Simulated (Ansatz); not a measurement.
# BF₂H₅O (built from SMILES BO.F.F): search for a transition state

Wanted: the transition state of a ligand exchange through a proton shuttle (form B1–F6, H5–F8, O2–H7 and break B1–O2, H5–F6, H7–F8). The guess is relaxed with those distances held, a saddle search follows, and vibrations and two downhill relaxations check it.

Computed with Ansatz 0.2.0, Gaussian basis. Level: PBE0-D4, def2-SVP first, then def2-TZVP.

41 further runs of the same task are left out: 41 set aside as unsound or not needed.

## Step 1: The starting structure

The guess: 9 atoms, charge 0, spin multiplicity 1.

Atoms are counted from 1 here; the program's logs count them from 0.

Bond lengths: B1–H3 1.163 Å, B1–H4 1.164 Å, O2–H9 0.958 Å. Angles: H3–B1–H4 124.7°.

Coordinates:

```xyz
9

B     0.0157   -1.0714   -0.1207
O    -0.0793    0.3272   -1.1576
H    -1.0700   -1.4615    0.0299
H     0.9204   -1.7326   -0.4356
H    -0.0609    0.7765    1.3084
F     0.4363   -0.3132    1.3160
H    -0.4476    1.2016   -0.3113
F    -0.5379    1.7311    0.7658
H     0.8232    0.5423   -1.3951
```

Distances that are to change: B1–F6 1.68 Å, H5–F8 1.20 Å, O2–H7 1.27 Å, B1–O2 1.74 Å, H5–F6 1.20 Å, H7–F8 1.20 Å.

## Step 2: Constrained relaxation of the guess

The input, hold/in.yaml:

```yaml
crystal:
  periodic: [false, false, false]
  atoms:
    - {symbol: B, position_ang: [0.015700, -1.071400, -0.120700]}
    - {symbol: O, position_ang: [-0.079300, 0.327200, -1.157600]}
    - {symbol: H, position_ang: [-1.070000, -1.461500, 0.029900]}
    - {symbol: H, position_ang: [0.920400, -1.732600, -0.435600]}
    - {symbol: H, position_ang: [-0.060900, 0.776500, 1.308400]}
    - {symbol: F, position_ang: [0.436300, -0.313200, 1.316000]}
    - {symbol: H, position_ang: [-0.447600, 1.201600, -0.311300]}
    - {symbol: F, position_ang: [-0.537900, 1.731100, 0.765800]}
    - {symbol: H, position_ang: [0.823200, 0.542300, -1.395100]}
basis:
  gaussian: {orbitals: def2-SVP}
hamiltonian: {xc: pbe0, dispersion: d4}
relax: {f_tol: 0.08, max_steps: 120, escape_saddle: false, constraints: [{distance: [0, 5]}, {distance: [4, 7]}, {distance: [1, 6]}, {distance: [0, 1]}, {distance: [4, 5]}, {distance: [6, 7]}]}
```

No record of the launch command was kept for these runs.

After this run come: Saddle search in the small basis; Saddle search in triple zeta; Vibrations at the point found; Relaxing after a step of 0.30 Å one way along the mode; Relaxing after a step of 0.30 Å the other way along the mode.

What does the calculation give? Wanted: imaginary mode; barrier from the start side; barrier from the end side; energy of the step; pairs that change; zero-point energy at the saddle.

**Answer**, as computed:

```
                       quantity                                                                                 value
                 imaginary mode                                                                             427i cm⁻¹
    barrier from the start side                                                                           10.9 kJ/mol
      barrier from the end side                                                                           48.4 kJ/mol
             energy of the step                                                                          -37.6 kJ/mol
              pairs that change  B1–F6 formed, O2–H7 formed, H5–F8 formed, B1–O2 loosened, H5–F6 broken, H7–F8 broken
zero-point energy at the saddle                                                                              1.647 eV
```

What this shows: One imaginary mode, 427i cm⁻¹, makes this a first-order saddle. Going downhill both ways gives the intended start and end. A bond meant to break is only loosened at the end: the products stay bound as an adduct. At PBE0-D4/def2-TZVP the electronic barrier is 10.9 kJ/mol, about 4 kT at 298 K, and the step runs 37.6 kJ/mol downhill. A step off the saddle overshot and began above it in energy, so the link to its end is likely but not proven. The ends are the nearest minima, not always the lowest complexes.
